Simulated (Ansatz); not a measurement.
# C₄H₆Se: up Jacob's ladder to CCSD(T)

An exercise on one series of results from a longer session: the logs are not shown, and one member is left open.

Program: Ansatz 0.2.0, Gaussian basis. Level of theory: functionals in def2-TZVPP, the program's frozen cores in correlated methods. These are calculated values, not measurements.

Plan: LDA (SPW92), PBE-D4, revPBE-D4, BLYP-D4, r2SCAN-D4, B97M-V, PBE0-D4, B3LYP-D4, r2SCANh-D4, r2SCAN0-D4, HSE06-D4, BHLYP-D4, CAM-B3LYP-D4, LC-ωPBE, ωB97X-V, ωB97M-V, B2PLYP, PBE-QIDH; CCSD(T)/def2-SVP; CCSD(T)/def2-TZVPP; MP2/def2-QZVPP; extrapolation to the limit; RPA on PBE.

### The geometry

An earlier PBE0-D4 in a triple-zeta def2 set relaxation fixed the geometry.

SMILES `C=CC(C)=[Se]`, 11 atoms, charge 0, spin multiplicity 1.

Atoms are counted from 1 here; the program's logs count them from 0.

Bond lengths: C1–C2 1.337 Å, C1–H6 1.084 Å, C1–H7 1.083 Å, C2–C3 1.449 Å, C2–H8 1.085 Å, C3–C4 1.492 Å, C3–Se5 1.776 Å, C4–H9 1.095 Å, C4–H10 1.087 Å, C4–H11 1.095 Å. Angles: C2–C1–H6 122.3°, C2–C1–H7 120.9°, H6–C1–H7 116.8°, C1–C2–C3 124.5°, C1–C2–H8 120.0°, C3–C2–H8 115.6°, C2–C3–C4 119.0°, C2–C3–Se5 119.4°, C4–C3–Se5 121.6°, C3–C4–H9 110.4°, C3–C4–H10 111.0°, C3–C4–H11 110.4°, H9–C4–H10 109.0°, H9–C4–H11 106.9°, H10–C4–H11 109.0°.

As a file:

```xyz
11

C    -1.5542   -0.5895    0.1783
C    -0.5898   -0.0974    0.9622
C     0.7051    0.3476    0.4883
C     1.0098    0.2627   -0.9696
Se    1.8902    0.9796    1.6502
H    -1.4326   -0.6932   -0.8937
H    -2.5027   -0.9055    0.5959
H    -0.7522   -0.0104    2.0314
H     0.2875    0.8505   -1.5458
H     2.0117    0.6281   -1.1800
H     0.9272   -0.7725   -1.3172
```

Set-up of the first run:

in.yaml

```yaml
crystal:
  periodic: [false, false, false]
  atoms:
    - {symbol: C, position_ang: [-1.554234, -0.589549, 0.178340]}
    - {symbol: C, position_ang: [-0.589798, -0.097390, 0.962189]}
    - {symbol: C, position_ang: [0.705116, 0.347627, 0.488267]}
    - {symbol: C, position_ang: [1.009785, 0.262675, -0.969589]}
    - {symbol: Se, position_ang: [1.890184, 0.979627, 1.650192]}
    - {symbol: H, position_ang: [-1.432574, -0.693171, -0.893661]}
    - {symbol: H, position_ang: [-2.502687, -0.905499, 0.595881]}
    - {symbol: H, position_ang: [-0.752161, -0.010449, 2.031356]}
    - {symbol: H, position_ang: [0.287498, 0.850549, -1.545766]}
    - {symbol: H, position_ang: [2.011666, 0.628087, -1.180014]}
    - {symbol: H, position_ang: [0.927206, -0.772517, -1.317185]}
basis:
  gaussian: {orbitals: def2-TZVPP}
hamiltonian: {xc: lda}
output: {orbitals: {seedname: orbitals}}
```

On the command line:

```bash
$ ansatz run in.yaml --threads 4 --pin off --events-out ev --progress --plain --max-ram 10444MiB
```

Steps of the session up to this table: LDA; PBE-D4 (GGA); revPBE-D4 (GGA); BLYP-D4 (GGA); r2SCAN-D4 (meta-GGA); B97M-V (meta-GGA); B3LYP-D4 (hybrid); r2SCANh-D4 (hybrid); r2SCAN0-D4 (hybrid); HSE06-D4 (hybrid); BHLYP-D4 (hybrid); CAM-B3LYP-D4 (range-separated); LC-ωPBE (range-separated); ωB97X-V (range-separated); ωB97M-V (range-separated); B2PLYP (double hybrid); PBE-QIDH (double hybrid).

One table of the session follows, with a row left open; its other results are not shown here.

It belongs to the step «Frontier levels by functional». 

```
  functional  HOMO (eV)  LUMO (eV)  gap (eV)
 LDA (SPW92)      -5.12      -3.76      1.36
      PBE-D4      -4.96      -3.56      1.41
   revPBE-D4      -4.90      -3.48      1.42
     BLYP-D4      -4.79      -3.40      1.39
   r2SCAN-D4          ?          ?         ?
      B97M-V      -5.28      -3.39      1.89
     PBE0-D4      -6.11      -2.79      3.32
    B3LYP-D4      -5.87      -2.95      2.92
  r2SCANh-D4      -5.60      -3.21      2.38
  r2SCAN0-D4      -6.24      -2.77      3.47
    HSE06-D4      -5.72      -3.16      2.56
    BHLYP-D4      -7.09      -1.84      5.25
CAM-B3LYP-D4      -7.41      -1.75      5.66
     LC-ωPBE      -8.80      -0.78      8.01
     ωB97X-V      -8.43      -0.79      7.64
     ωB97M-V      -8.30      -0.83      7.47
```

**Question.** Estimate the row for r2SCAN-D4.

Worked estimate for «HOMO (eV)». Against the share of exact exchange, r2SCANh-D4 (0.1, -5.60), r2SCAN0-D4 (0.25, -6.24) give a slope of -4.27 per unit share; at 0 the line stands at -5.17.

As computed: HOMO (eV): -5.16; LUMO (eV): -3.51; gap (eV): 1.66. In «HOMO (eV)» the line misses by -0.01.
